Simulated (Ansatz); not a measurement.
# C₂H₇FGaNO: taking an electron away

The task here is to estimate one member of a computed series from the others.

Program: Ansatz 0.2.0, Gaussian basis. Level of theory: unrestricted cation, the program's frozen cores in correlated methods. These are calculated values, not measurements.

The runs, in order: UKS PBE-D4/def2-TZVPP; UKS r2SCAN-D4/def2-TZVPP; UKS PBE0-D4/def2-TZVPP; UKS B3LYP-D4/def2-TZVPP; UKS wB97X-V/def2-TZVPP; UKS wB97M-V/def2-TZVPP; UKS B2PLYP/def2-TZVPP; UHF-CCSD(T)/def2-TZVPP; UHF-MP2/def2-QZVPP; extrapolation to the limit; then −ε(HOMO) from the neutral's earlier runs with LDA (SPW92), PBE-D4, revPBE-D4, BLYP-D4, r2SCAN-D4, B97M-V, PBE0-D4, B3LYP-D4, r2SCANh-D4, r2SCAN0-D4, HSE06-D4, BHLYP-D4, CAM-B3LYP-D4, LC-ωPBE, ωB97X-V, ωB97M-V.

**The geometry**

An earlier PBE0-D4 in a triple-zeta def2 set relaxation fixed the geometry.

SMILES `CN[C](O)(F)[GaH2]`, 13 atoms, charge 0, spin multiplicity 1.

Atoms are counted from 1 here; the program's logs count them from 0.

Bond lengths: C1–N2 1.449 Å, C1–H7 1.092 Å, C1–H8 1.091 Å, C1–H9 1.097 Å, N2–C3 1.425 Å, N2–H10 1.016 Å, C3–O4 1.391 Å, C3–F5 1.396 Å, C3–Ga6 2.021 Å, O4–H11 0.969 Å, Ga6–H12 1.569 Å, Ga6–H13 1.565 Å. Angles: N2–C1–H7 109.5°, N2–C1–H8 109.0°, N2–C1–H9 114.3°, H7–C1–H8 107.6°, H7–C1–H9 107.5°, H8–C1–H9 108.8°, C1–N2–C3 116.0°, C1–N2–H10 112.5°, C3–N2–H10 110.1°, N2–C3–O4 116.0°, N2–C3–F5 104.1°, N2–C3–Ga6 113.4°, O4–C3–F5 107.3°, O4–C3–Ga6 107.1°, F5–C3–Ga6 108.5°, C3–O4–H11 109.2°, C3–Ga6–H12 120.4°, C3–Ga6–H13 117.7° and more.

Set-up of the first run:

File in.yaml:

```yaml
crystal:
  periodic: [false, false, false]
  atoms:
    - {symbol: C, position_ang: [-1.561610, -0.500798, 0.111152]}
    - {symbol: N, position_ang: [-0.731511, 0.467075, -0.576481]}
    - {symbol: C, position_ang: [0.675509, 0.271293, -0.470097]}
    - {symbol: O, position_ang: [1.143392, -0.990457, -0.822230]}
    - {symbol: F, position_ang: [1.215924, 1.183288, -1.377922]}
    - {symbol: Ga, position_ang: [1.407269, 0.685980, 1.367973]}
    - {symbol: H, position_ang: [-1.316576, -0.500577, 1.175488]}
    - {symbol: H, position_ang: [-2.606755, -0.204780, 0.012599]}
    - {symbol: H, position_ang: [-1.450486, -1.529816, -0.253081]}
    - {symbol: H, position_ang: [-0.994749, 0.582065, -1.550844]}
    - {symbol: H, position_ang: [0.848757, -1.199727, -1.720851]}
    - {symbol: H, position_ang: [0.594612, 0.297450, 2.652690]}
    - {symbol: H, position_ang: [2.776233, 1.439005, 1.451594]}
basis:
  gaussian: {orbitals: def2-TZVPP}
total_charge: 1
magnetization: {spin_polarized: true, initial_magnetization: 1}
hamiltonian: {xc: pbe, dispersion: d4}
```

On the command line:

```console
$ ansatz run in.yaml --threads 2 --pin off --events-out ev --progress --plain --max-ram 32768MiB --backend cuda --devices 0, --max-vram 18GiB
```

Among the steps run: Cation, UKS PBE-D4/def2-TZVPP; Cation, UKS r2SCAN-D4/def2-TZVPP; Cation, UKS PBE0-D4/def2-TZVPP; Cation, UKS B3LYP-D4/def2-TZVPP; Cation, UKS wB97X-V/def2-TZVPP; Cation, UKS wB97M-V/def2-TZVPP; Cation, UKS B2PLYP (frozen core)/def2-TZVPP; Cation, UHF-CCSD(T)/def2-TZVPP; Cation, UHF-MP2/def2-QZVPP.

One table of the session follows, with a row left open; its other results are not shown here.

It belongs to the step «Ionisation energies side by side». For comparison, −ε(HOMO) of the neutral from earlier runs:

| functional | −ε(HOMO) (eV) |
| --- | --- |
| LDA (SPW92) | 5.71 |
| PBE-D4 | 5.56 |
| revPBE-D4 | 5.49 |
| BLYP-D4 | 5.47 |
| r2SCAN-D4 | 5.82 |
| B97M-V | 5.99 |
| PBE0-D4 | 6.90 |
| B3LYP-D4 | 6.71 |
| r2SCANh-D4 | 6.33 |
| r2SCAN0-D4 | 7.10 |
| HSE06-D4 | ? |
| BHLYP-D4 | 8.22 |
| CAM-B3LYP-D4 | 8.31 |
| LC-ωPBE | 9.61 |
| ωB97X-V | 9.29 |
| ωB97M-V | 9.20 |

Estimate the missing values for HSE06-D4.

The run gave: −ε(HOMO) (eV): 6.50. In the column «−ε(HOMO) (eV)» it lies between r2SCANh-D4 (6.33) and B3LYP-D4 (6.71).
